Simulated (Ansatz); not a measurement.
# CH₅BOSi: small, medium and large basis sets

How large a basis does CH₅BOSi need? Two functionals are run in growing sets.

Method: one geometry, several basis sets; program: Ansatz 0.2.0, Gaussian basis.

Levels to be run: PBE0-D4/def2-SVP; ωB97M-V/def2-SVP; PBE0-D4/def2-QZVPP; ωB97M-V/def2-QZVPP; the functionals' def2-TZVPP values are taken from earlier runs.

**1. Structure used throughout**

The geometry comes from an earlier relaxation with PBE0-D4 in a triple-zeta def2 set; it is a stationary point, not always the lowest conformer.

SMILES `O[SiH]1BC1`, 9 atoms, charge 0, spin multiplicity 1.

Atoms are counted from 1 here; the program's logs count them from 0.

Bond lengths: O1–Si2 1.643 Å, O1–H5 0.959 Å, Si2–B3 1.884 Å, Si2–C4 2.060 Å, Si2–H6 1.490 Å, B3–C4 1.480 Å, B3–H7 1.187 Å, C4–H8 1.096 Å, C4–H9 1.090 Å. Angles: Si2–O1–H5 116.7°, O1–Si2–B3 125.8°, O1–Si2–C4 106.0°, O1–Si2–H6 107.5°, B3–Si2–C4 43.8°, B3–Si2–H6 126.6°, C4–Si2–H6 122.2°, Si2–B3–C4 74.4°, Si2–B3–H7 138.2°, C4–B3–H7 130.1°, Si2–C4–B3 61.8°, Si2–C4–H8 80.9°, Si2–C4–H9 145.8°, B3–C4–H8 124.9°, B3–C4–H9 123.5°, H8–C4–H9 110.3°.

**2. PBE0-D4 in def2-SVP**

The input, in.yaml:

```yaml
crystal:
  periodic: [false, false, false]
  atoms:
    - {symbol: O, position_ang: [-0.886258, 0.739370, -1.600135]}
    - {symbol: Si, position_ang: [0.255873, 0.717457, -0.418695]}
    - {symbol: B, position_ang: [1.215548, -0.797793, 0.157191]}
    - {symbol: C, position_ang: [-0.142924, -0.948338, 0.725299]}
    - {symbol: H, position_ang: [-1.539712, 1.439831, -1.554434]}
    - {symbol: H, position_ang: [0.321380, 2.085969, 0.167870]}
    - {symbol: H, position_ang: [2.275083, -1.047142, 0.631495]}
    - {symbol: H, position_ang: [-1.073230, -0.907614, 0.146367]}
    - {symbol: H, position_ang: [-0.337262, -1.328042, 1.727841]}
basis:
  gaussian: {orbitals: def2-SVP}
hamiltonian: {xc: pbe0, dispersion: d4}
output: {orbitals: {seedname: orbitals}}
```

Command:

```
$ ansatz run in.yaml --threads 2 --pin off --events-out ev --progress --plain --max-ram 4352MiB
```

The runs that follow: ωB97M-V in def2-SVP; PBE0-D4 in def2-QZVPP; ωB97M-V in def2-QZVPP.

Before running them: what should the planned runs give, taken together? Wanted: PBE0-D4: double and triple zeta above quadruple; ωB97M-V: double and triple zeta above quadruple.

**Answer**, as computed:

```
                                       quantity          value
PBE0-D4: double and triple zeta above quadruple  7.94, 0.50 eV
ωB97M-V: double and triple zeta above quadruple  8.09, 0.47 eV
```

**Reading.** PBE0-D4 gains 7.44 eV from double to triple zeta, then 0.50 eV more. Total energies overstate the basis error of differences, where much of it tends to cancel.
